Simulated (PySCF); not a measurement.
# C3H9GaO: the cost of one run

Programs: PySCF 2.14.0, with density-fitted response routines of our own. Each step states its level of theory. These are calculated values for one molecule in the gas phase, unless marked as measured. Atoms are numbered from 0 throughout.

## 1. The molecule as given

14 atoms, charge 0, multiplicity 1; geometry from: GFN2-xTB. The atoms were then displaced at random by about 0.01 Å, so the start is not that level's minimum.

Bonds of the start (Å): C0–C1 1.50, C1–C2 1.52, C2–O3 1.46, O3–Ga4 1.68, C0–H5 1.11, C0–H6 1.10, C0–H7 1.09, C1–H8 1.11, C1–H9 1.09, C2–H10 1.10, C2–H11 1.08, Ga4–H12 1.58, Ga4–H13 1.52.

## 2. Relaxing the molecule at PBE0-D3(BJ)/def2-SVP

The job: settings as JSON, then the geometry in Å.

```
{"job": {"xc": "PBE0", "basis": "def2-SVP", "d3": "d3bj", "grid": 1, "shake": 0.01, "kind": "geom"}, "charge": 0, "multiplicity": 1}
C     -1.379530     0.742400    -0.028210
C     -1.028360    -0.709790     0.048140
C      0.121250    -1.059300    -0.885420
O      1.379520    -0.423310    -0.508480
Ga     2.287640     0.761580     0.257610
H     -1.712820     1.031960    -1.045490
H     -0.533530     1.390280     0.240840
H     -2.202330     0.996950     0.643490
H     -0.731010    -0.948600     1.093670
H     -1.881320    -1.327260    -0.214740
H      0.302010    -2.143650    -0.843270
H     -0.101440    -0.766590    -1.898320
H      1.717670     2.060840     0.956160
H      3.755110     0.379400     0.171290
```

Run with:

```sh
OMP_NUM_THREADS=1 python probes_run.py task.json out
```

One launch serves the whole session: the jobs run in the order shown.

**Question.** How long does this first job take on 1 thread of Intel Xeon Platinum 8259CL at 2.50GHz, shared host, and how much memory does it need?

About 4.5 min, with a peak of 0.52 GiB.
